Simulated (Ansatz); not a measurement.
# CH₇AlOSi: small, medium and large basis sets

Aim: see how fast density functionals converge with the basis set for CH₇AlOSi.

The runs use Ansatz 0.2.0, Gaussian basis; one geometry, several basis sets.

Plan: PBE0-D4/def2-SVP; ωB97M-V/def2-SVP; PBE0-D4/def2-QZVPP; ωB97M-V/def2-QZVPP; the functionals' def2-TZVPP values are taken from earlier runs.

**1. The geometry**

An earlier PBE0-D4 in a triple-zeta def2 set relaxation fixed the geometry.

11 atoms, charge 0, spin multiplicity 1.

Atoms are counted from 1 here; the program's logs count them from 0.

Bond lengths: O1–C2 1.516 Å, O1–Al3 1.970 Å, O1–H5 0.961 Å, C2–Al3 1.947 Å, C2–H6 1.088 Å, C2–H7 1.087 Å, Al3–Si4 2.447 Å, Al3–H8 1.591 Å, Si4–H9 1.494 Å, Si4–H10 1.493 Å, Si4–H11 1.493 Å. Angles: C2–O1–Al3 66.4°, C2–O1–H5 111.0°, Al3–O1–H5 120.9°, O1–C2–Al3 68.0°, O1–C2–H6 109.5°, O1–C2–H7 106.9°, Al3–C2–H6 121.1°, Al3–C2–H7 126.2°, H6–C2–H7 111.1°, O1–Al3–C2 45.5°, O1–Al3–Si4 111.3°, O1–Al3–H8 108.2°, C2–Al3–Si4 120.4°, C2–Al3–H8 115.3°, Si4–Al3–H8 124.3°, Al3–Si4–H9 111.4°, Al3–Si4–H10 112.0°, Al3–Si4–H11 113.0° and more.

**2. PBE0-D4 in def2-SVP**

in.yaml

```yaml
crystal:
  periodic: [false, false, false]
  atoms:
    - {symbol: O, position_ang: [-1.102250, 1.234890, -0.382017]}
    - {symbol: C, position_ang: [-0.286213, 1.531716, 0.860639]}
    - {symbol: Al, position_ang: [-0.458325, -0.381661, 0.541890]}
    - {symbol: Si, position_ang: [1.206070, -1.569349, -0.803209]}
    - {symbol: H, position_ang: [-2.009560, 1.534757, -0.278607]}
    - {symbol: H, position_ang: [-0.911696, 2.038546, 1.593202]}
    - {symbol: H, position_ang: [0.543339, 2.161688, 0.550995]}
    - {symbol: H, position_ang: [-1.701674, -1.078497, 1.248233]}
    - {symbol: H, position_ang: [2.121755, -2.380808, 0.053583]}
    - {symbol: H, position_ang: [2.068262, -0.632121, -1.581810]}
    - {symbol: H, position_ang: [0.595689, -2.516262, -1.782399]}
basis:
  gaussian: {orbitals: def2-SVP}
hamiltonian: {xc: pbe0, dispersion: d4}
output: {orbitals: {seedname: orbitals}}
```

Launch:

```sh
ansatz run in.yaml --threads 2 --pin off --events-out ev --progress --plain --max-ram 4352MiB
```

Standard output:

```text
Functional definition: PBE0
  name "PBE0"
  cite "Adamo & Barone, J. Chem. Phys. 110, 6158 (1999) doi:10.1063/1.478522"
  cite "Perdew, Burke & Ernzerhof, Phys. Rev. Lett. 77, 3865 (1996) doi:10.1103/PhysRevLett.77.3865"
  parent pbe
  parameter a = 0.25
  parameter kappa = 0.804
  parameter beta = 0.06672455060314922
  exchange = (1 - a)*pbe_x(kappa = kappa, mu = beta*pi^2/3) + a*exact_x
  correlation = pbe_c(beta = beta)
1129 factors; their error is unknown
mean field evaluation 1: about -17650.9647 eV, gradient 4.0e1 eV
mean field evaluation 2: about -17648.4846 eV, gradient 5.3e1 eV
mean field evaluation 4: about -17654.6933 eV, gradient 2.8e0 eV
mean field evaluation 8: about -17654.8600 eV, gradient 3.1e-2 eV
mean field -17654.86002559 eV, -648.8041390464 hartree, gradient 4.8e-5 eV, S^2 0.000000; 0 other end points of the search recorded, 0 dependent functions left out
reference -17654.86005740 eV, -648.8041402153 hartree; 24, 24 occupied and 75, 75 virtual orbitals, 1129 factors
Total energy: -17655.03109013 eV, -648.8104255524 hartree
```

Run time: 1.4 s. Hardware: 2 threads of Arm Neoverse V1, shared host.

**3. ωB97M-V in def2-SVP**

Changes to in.yaml since step 2:

```diff
@@ -16,3 +16,3 @@
   gaussian: {orbitals: def2-SVP}
-hamiltonian: {xc: pbe0, dispersion: d4}
+hamiltonian: {xc: {name: wB97M-V}}
 output: {orbitals: {seedname: orbitals}}
```

Launched as before.

Standard output, cut to the lines that bear on the results:

```text
Functional definition: wB97M-V
  name "wB97M-V"
  cite "Mardirossian & Head-Gordon, J. Chem. Phys. 144, 214110 (2016) doi:10.1063/1.4952647"
  cite "Becke, J. Chem. Phys. 107, 8554 (1997) doi:10.1063/1.475007"
  cite "Vydrov & Van Voorhis, J. Chem. Phys. 133, 244103 (2010) doi:10.1063/1.3521275"
  # Of w^i u^j: cxij and so on, Table III.
[...]
  gx(w, u) = 1 - cx + cx01*u + cx10*w
  gss(w, u) = css00 + css04*u^4 + css10*w + css20*w^2 + css43*w^4*u^3
  gos(w, u) = cos00 + cos10*w + (cos20 + cos21*u)*w^2 + (cos60 + cos61*u)*w^6
[...]
      + integral(e_c_pw_mod_opposite_spin*gos(b97_w_opposite, b97_u_opposite)) + vv10(b, c)
1110 factors; their error is unknown
329 factors; integrals over basis functions are off by at most 8.4e-6 eV
[...]
mean field -17662.11525022 eV, -649.0707636340 hartree, gradient 9.0e-5 eV, S^2 0.000000; 0 other end points of the search recorded, 0 dependent functions left out
reference -17662.11530142 eV, -649.0707655155 hartree; 24, 24 occupied and 75, 75 virtual orbitals, 1110 factors
Total energy: -17662.11530142 eV, -649.0707655155 hartree
```

Wall time 7 s (2 threads of Arm Neoverse V1, shared host); peak memory 0.3 GiB.

**4. PBE0-D4 in def2-QZVPP**

Changes to in.yaml since step 3:

```diff
@@ -15,4 +15,4 @@
 basis:
-  gaussian: {orbitals: def2-SVP}
-hamiltonian: {xc: {name: wB97M-V}}
+  gaussian: {orbitals: "def2-QZVPP.json"}
+hamiltonian: {xc: pbe0, dispersion: d4}
 output: {orbitals: {seedname: orbitals}}
```

Same command.

Standard output:

```text
Functional definition: PBE0
  name "PBE0"
  cite "Adamo & Barone, J. Chem. Phys. 110, 6158 (1999) doi:10.1063/1.478522"
  cite "Perdew, Burke & Ernzerhof, Phys. Rev. Lett. 77, 3865 (1996) doi:10.1103/PhysRevLett.77.3865"
  parent pbe
  parameter a = 0.25
  parameter kappa = 0.804
  parameter beta = 0.06672455060314922
  exchange = (1 - a)*pbe_x(kappa = kappa, mu = beta*pi^2/3) + a*exact_x
  correlation = pbe_c(beta = beta)
1581 factors; their error is unknown
mean field evaluation 1: about -17658.5604 eV, gradient 5.2e1 eV
mean field evaluation 2: about -17652.7724 eV, gradient 7.5e1 eV
mean field evaluation 4: about -17664.2919 eV, gradient 4.8e0 eV
mean field evaluation 8: about -17664.3344 eV, gradient 2.5e-2 eV
mean field evaluation 16: about -17664.3432 eV, gradient 1.5e-5 eV
mean field -17664.34321381 eV, -649.1526397858 hartree, gradient 1.5e-5 eV, S^2 0.000000; 0 other end points of the search recorded, 0 dependent functions left out
reference -17664.34326310 eV, -649.1526415970 hartree; 24, 24 occupied and 440, 440 virtual orbitals, 1581 factors
Total energy: -17664.51429583 eV, -649.1589269340 hartree
```

Run time: 14 s. Hardware: 2 threads of Arm Neoverse V1, shared host; peak memory 1.4 GiB.

**5. ωB97M-V in def2-QZVPP**

Changes to in.yaml since step 4:

```diff
@@ -16,3 +16,3 @@
   gaussian: {orbitals: "def2-QZVPP.json"}
-hamiltonian: {xc: pbe0, dispersion: d4}
+hamiltonian: {xc: {name: wB97M-V}}
 output: {orbitals: {seedname: orbitals}}
```

The command is unchanged.

Standard output, cut to the lines that bear on the results:

```text
Functional definition: wB97M-V
  name "wB97M-V"
  cite "Mardirossian & Head-Gordon, J. Chem. Phys. 144, 214110 (2016) doi:10.1063/1.4952647"
  cite "Becke, J. Chem. Phys. 107, 8554 (1997) doi:10.1063/1.475007"
  cite "Vydrov & Van Voorhis, J. Chem. Phys. 133, 244103 (2010) doi:10.1063/1.3521275"
  # Of w^i u^j: cxij and so on, Table III.
[...]
  gx(w, u) = 1 - cx + cx01*u + cx10*w
  gss(w, u) = css00 + css04*u^4 + css10*w + css20*w^2 + css43*w^4*u^3
  gos(w, u) = cos00 + cos10*w + (cos20 + cos21*u)*w^2 + (cos60 + cos61*u)*w^6
[...]
      + integral(e_c_pw_mod_opposite_spin*gos(b97_w_opposite, b97_u_opposite)) + vv10(b, c)
1518 factors; their error is unknown
416 factors; integrals over basis functions are off by at most 1.1e-5 eV
[...]
mean field -17671.73518214 eV, -649.4242896112 hartree, gradient 4.6e-5 eV, S^2 0.000000; 0 other end points of the search recorded, 0 dependent functions left out
reference -17671.73525993 eV, -649.4242924702 hartree; 24, 24 occupied and 440, 440 virtual orbitals, 1518 factors
Total energy: -17671.73525993 eV, -649.4242924702 hartree
```

Run time: 33 s. Hardware: 2 threads of Arm Neoverse V1, shared host; peak memory 1.7 GiB.

**6. Functionals by basis**

The def2-TZVPP values come from earlier runs at the same geometry.

| functional | basis | functions | energy (eV) | from the largest (eV) | HOMO (eV) | LUMO (eV) |
| --- | --- | --- | --- | --- | --- | --- |
| PBE0-D4 | def2-SVP | 99 | -17655.0311 | 9.483 | -7.09 | -0.55 |
| PBE0-D4 | def2-TZVPP | 244 | -17663.8663 | 0.648 | -7.09 | -0.75 |
| PBE0-D4 | def2-QZVPP | 464 | -17664.5143 | 0.000 | -7.10 | -0.87 |
| ωB97M-V | def2-SVP | 99 | -17662.1153 | 9.620 | -9.11 | 1.15 |
| ωB97M-V | def2-TZVPP | 244 | -17671.1102 | 0.625 | -9.14 | 0.84 |
| ωB97M-V | def2-QZVPP | 464 | -17671.7353 | 0.000 | -9.15 | 0.46 |

**7. Summary of results**

| quantity | value |
| --- | --- |
| PBE0-D4: double and triple zeta above quadruple | 9.48, 0.65 eV |
| ωB97M-V: double and triple zeta above quadruple | 9.62, 0.63 eV |

**Reading.** PBE0-D4 gains 8.84 eV from double to triple zeta, then 0.65 eV more. These are total energies; as a rule much of such shifts cancels in differences, which this series doesn't test. The LUMO of ωB97M-V is positive and keeps falling with the basis (1.15 to 0.46 eV): an unbound level that the basis holds in place.

For PBE0-D4 the largest set took about 10 times as long as the smallest (14 s against 1.4 s).
